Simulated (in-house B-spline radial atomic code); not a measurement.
# Excited states and polarisability of Pm²⁵⁺ by several methods

An exercise on one series of results from a longer session: the logs are not shown, and one member is left open.

Method: linear response of a closed shell, each method with its own adiabatic kernel; spin-free one-electron X2C, finite nucleus; B-spline basis; no spin-orbit coupling, no double excitations; only terms of natural parity, (−1)^L, with L up to 3 are computed. Code: in-house B-spline radial atomic code version 1.

## The system

| Quantity | Value |
| --- | --- |
| element | promethium (Z = 61) |
| charge | +25 |
| configuration | [Ar] 3d10 4s2 4p6 |
| runs | TDHF; PBE; B97-1; PBEsol; exchange-only LDA; BP86 |

The outer shells:

Pm²⁵⁺
```
[Ar] core
3d [↑↓][↑↓][↑↓][↑↓][↑↓]
4s [↑↓]
4p [↑↓][↑↓][↑↓]
```

Set-up of the first run:

Settings, as recorded:

```ini
Z = 61
electrons = 36.0
configuration = [Ar] 3d10 4s2 4p6
hamiltonian = x2c
method = hf
box_radius = 4.7
rms_radius = 4.961999461404065
intervals = 65
```

Started as:

```console
python run_td.py task.json out
```

One command runs all members of the session, one after another, from task.json.

Among the steps run: TDHF.

One table of the session follows, with a row left open; its other results are not shown here.

It belongs to the step «TDHF». The states in eV; those that feel the box are left out:

| state | full (eV) | Tamm-Dancoff (eV) |
| --- | --- | --- |
| 4p→4d ³P | 117.33 | 117.54 |
| 4p→4d ³F | ? | ? |
| 4p→4d ¹F | 127.05 | 127.19 |
| 4p→4d ¹P | 149.94 | 153.56 |
| 4s→4d ³D | 217.99 | 218.12 |
| 4s→4d ¹D | 230.13 | 230.38 |
| 4p→4f ³D | 259.31 | 259.34 |
| 4p→4f ¹D | 268.88 | 269.25 |
| 4s→4f ³F | 358.80 | 358.87 |
| 4s→4f ¹F | 363.56 | 363.60 |
| 4p→5s ³P | 366.84 | 366.86 |
| 4p→5s ¹P | 369.07 | 369.12 |
| 4p→5p ³S | 400.98 | 401.02 |
| 4p→5p ³D | 406.01 | 406.04 |

Estimate the missing values for 4p→4d ³F.

As computed: full (eV): 119.54; Tamm-Dancoff (eV): 120.23. In the column «full (eV)» it lies between 4p→4d ³P (117.33) and 4p→4d ¹F (127.05).
